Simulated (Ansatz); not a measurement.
# A single-point run on Rb2NaRhF6

Aim: for Rb2NaRhF6, a database structure at a slightly changed volume, find whether it is a metal or has a gap, how the charge is shared and how far the cell is from equilibrium. The atoms and the cell stay fixed.

Computed, not measured: Ansatz 0.2.0, DFT, r2SCAN, no spin polarisation, plane waves, PAW.

**1. The structure**

It takes space group Fm-3m (No. 225, cubic). Conventional cell: a = 8.470 Å, b = 8.470 Å, c = 8.470 Å, α = 90.00°, β = 90.00°, γ = 90.00°. Na (site symmetry m-3m) is surrounded by 6 F at 2.25 Å. Rh (site symmetry m-3m) has 6 F at 1.98 Å as nearest neighbours. Rb (site symmetry -43m) has 12 F at 3.00 Å as nearest neighbours. Around F (site symmetry 4mm) lie 1 Rh at 1.98 Å and 1 Na at 2.25 Å.

Symmetry-reduced, conventional setting; the input below types the cell that was run:

```cif
data_structure
_symmetry_space_group_name_H-M 'Fm-3m'
_symmetry_Int_Tables_number 225
_cell_length_a 8.4701
_cell_length_b 8.4701
_cell_length_c 8.4701
_cell_angle_alpha 90.000
_cell_angle_beta 90.000
_cell_angle_gamma 90.000
_cell_volume 607.68
loop_
_atom_site_label
_atom_site_type_symbol
_atom_site_symmetry_multiplicity
_atom_site_Wyckoff_symbol
_atom_site_fract_x
_atom_site_fract_y
_atom_site_fract_z
_atom_site_occupancy
Na1 Na 4 b 0.50000 0.00000 0.00000 1
Rh1 Rh 4 a 0.00000 0.00000 0.00000 1
Rb1 Rb 8 c 0.25000 0.75000 0.75000 1
F1 F 24 e 0.23400 0.00000 0.00000 1
```

Its first density is an earlier solution for the same cell, read from a checkpoint.

**2. The calculation**

The input, input.yaml:

```yaml
crystal:
  lattice:
    - [0.0, 4.235072, 4.235072]
    - [4.235072, 0.0, 4.235072]
    - [4.235072, 4.235072, 0.0]
  atoms:
    - { symbol: Na, position: [0.5, 0.5, 0.5] }
    - { symbol: Rh, position: [0.0, 0.0, 0.0] }
    - { symbol: Rb, position: [0.25, 0.25, 0.25] }
    - { symbol: Rb, position: [0.75, 0.75, 0.75] }
    - { symbol: F, position: [0.766, 0.234, 0.234] }
    - { symbol: F, position: [0.234, 0.766, 0.234] }
    - { symbol: F, position: [0.234, 0.766, 0.766] }
    - { symbol: F, position: [0.766, 0.234, 0.766] }
    - { symbol: F, position: [0.234, 0.234, 0.766] }
    - { symbol: F, position: [0.766, 0.766, 0.234] }
  symmetry: { tolerance: 0.0003 }
kpoints:
  mp_grid: { grid: [5, 5, 5], shift: [0, 0, 0] }
  band_path:
    path:
      - [0.0, 0.0, 0.0]
      - [0.5, 0.0, 0.5]
      - [0.625, 0.25, 0.625]
      - [0.375, 0.375, 0.75]
      - [0.0, 0.0, 0.0]
      - [0.5, 0.5, 0.5]
      - [0.5, 0.25, 0.75]
      - [0.5, 0.0, 0.5]
    npoints: 8
magnetization:
  spin_polarized: false
scf:
  occupations: { method: fermi_dirac }
  lower_state_search: "off"
  max_iter: 200
hamiltonian:
  pseudopotentials: { kind: paw }
  xc: r2scan
basis:
  ecutwfc: 500
  fft_grid_basis: typed
output:
  forces: true
  stress: true
  eigenvalues: true
  bader: true
  populations: true
  elf: true
  write_potential: true
  volumetric_format: npy
  dos:
    e_range: [-12, 8]
    de: 0.05
    projected: { site_lists: { F: [F], Na: [Na], Rb: [Rb], Rh: [Rh] } }
checkpoint:
  read: saved_state
```

**Question.** What will these runs give? Wanted: largest force; pressure; gap; Bader charges.

**Answer**, as computed:

```
                                      quantity                                    value
                                 largest force                          0.117 eV/Å on F
                                      pressure                                  0.3 GPa
formation energy (elements from separate runs)                            -2.66 eV/atom
                           gap (mesh and path)                          2.63 eV, direct
                                 Bader charges  Na +0.91, Rh +1.65, Rb +0.91, F -0.73 e
```

What this shows: The levels show a gap of 2.63 eV, direct at the points sampled; within 0.7 eV of the edges the states project mainly on Rh d (73 %) and F p (25 %) below and Rh d (66 %) and F p (28 %) above. Gaps from semilocal functionals tend to lie below the measured ones. Rh loses most charge (+1.65 e on average) and F gains most (-0.73 e). Against the elements' reference phases (Na bcc, Rh fcc, Rb bcc, F2 molecule; separate runs with the same functional) the formation energy is -2.66 eV per atom, so it holds against falling apart into elements. The cell is close to its equilibrium volume (0.3 GPa).
